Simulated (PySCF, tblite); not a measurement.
# C6H7FPSSi+: geometry, infrared bands and NMR shifts

What infrared bands and NMR shifts should C6H7FPSSi+ (`FC1=C([SiH3])[P@@H+]1c1cccs1`) show?

The runs use tblite 0.8.0 and PySCF 2.14.0, with density-fitted response routines of our own; the level of theory stands in each step. All values are computed, except where a source is named. Atoms count from 0, in the outputs and in this text.

## 1. The starting structure

17 atoms, charge 1, multiplicity 1; geometry from: force field or distance geometry start.

Bonds of the start (Å): F0–C1 1.38, C1–C2 1.34, C2–Si3 1.87, C2–P4 1.79, P4–C5 1.77, C5–C6 1.34, C6–C7 1.34, C7–C8 1.36, C8–S9 1.91, P4–C1 1.79, S9–C5 1.80, Si3–H10 1.48, Si3–H11 1.46, Si3–H12 1.46, P4–H13 1.40, C6–H14 1.11, C7–H15 1.11, C8–H16 1.09.

## 2. Relaxing the molecule with GFN2-xTB

What the job is given:

```
{"job": {"kind": "relax", "xc": "GFN2-xTB", "basis": "xTB"}, "charge": 1, "multiplicity": 1}
F      1.413500     1.052100     3.108900
C      1.398300     0.382700     1.907700
C      1.957000     0.227200     0.696800
Si     3.274300     0.947400    -0.411700
P      0.627800    -0.935800     0.977700
C     -1.022400    -0.535000     0.463700
C     -1.704300    -0.976600    -0.607600
C     -2.957900    -0.527200    -0.785300
C     -3.456500     0.344700     0.125300
S     -2.052600     0.601900     1.401100
H      4.552000     0.678500     0.292300
H      3.251700     0.332700    -1.739500
H      3.053500     2.391000    -0.461000
H      0.935100    -2.214900     1.460700
H     -1.241300    -1.695500    -1.317100
H     -3.589600    -0.857700    -1.639300
H     -4.445500     0.796500     0.115400
```

Launch:

```bash
$ OMP_NUM_THREADS=1 python probes_run.py task.json out
```

One launch serves the whole session: the jobs run in the order shown.

**Question.** This job is followed by: GFN2-xTB harmonic vibrations, gas phase; GIAO PBE0/pcSseg-1 NMR shielding, non-relativistic, gas phase. Predict these results of the whole session: strongest single infrared mode (GFN2-xTB); zero-point energy (GFN2-xTB); 13C shifts against TMS (PBE0/pcSseg-1); 1H shifts against TMS (PBE0/pcSseg-1, means over atoms taken as alike); 19F shifts against CFCl3 (PBE0/pcSseg-1); 29Si shifts against TMS (PBE0/pcSseg-1); 31P shifts against H3PO4 (PBE0/pcSseg-1); 33S shifts against CS2 (PBE0/pcSseg-1).

As calculated:

| quantity | value |
| --- | --- |
| strongest single infrared mode (GFN2-xTB) | 756 cm⁻¹, 401 km/mol |
| zero-point energy (GFN2-xTB) | 63.2 kcal/mol |
| 13C shifts against TMS (PBE0/pcSseg-1) | 172.3, 158.1, 152.7, 138.5, 117.0, 112.1 ppm |
| 1H shifts against TMS (PBE0/pcSseg-1, means over atoms taken as alike) | 8.73, 8.32, 7.95, 6.83, 4.82 ppm |
| 19F shifts against CFCl3 (PBE0/pcSseg-1) | -90.3 ppm |
| 29Si shifts against TMS (PBE0/pcSseg-1) | -82.3 ppm |
| 31P shifts against H3PO4 (PBE0/pcSseg-1) | -140.8 ppm |
| 33S shifts against CS2 (PBE0/pcSseg-1) | 276 ppm |

Relaxing lowered the energy by 1.027 eV in 127 steps; the close pair that moved most is C8–S9, from 1.914 to 1.708 Å. The lowest mode is imaginary (33i cm⁻¹), so the xTB geometry is not a minimum. GFN2-xTB is a fitted tight-binding method: band positions and strengths are rough. Its intensities can rank the bands wrongly. At PBE0/pcSseg-1: The largest span, 467 ppm, is at P4, where the paramagnetic term is -508 ppm. NICS(1)zz of -26 ppm above the planar ring from C5 marks a diatropic (aromatic) ring current.
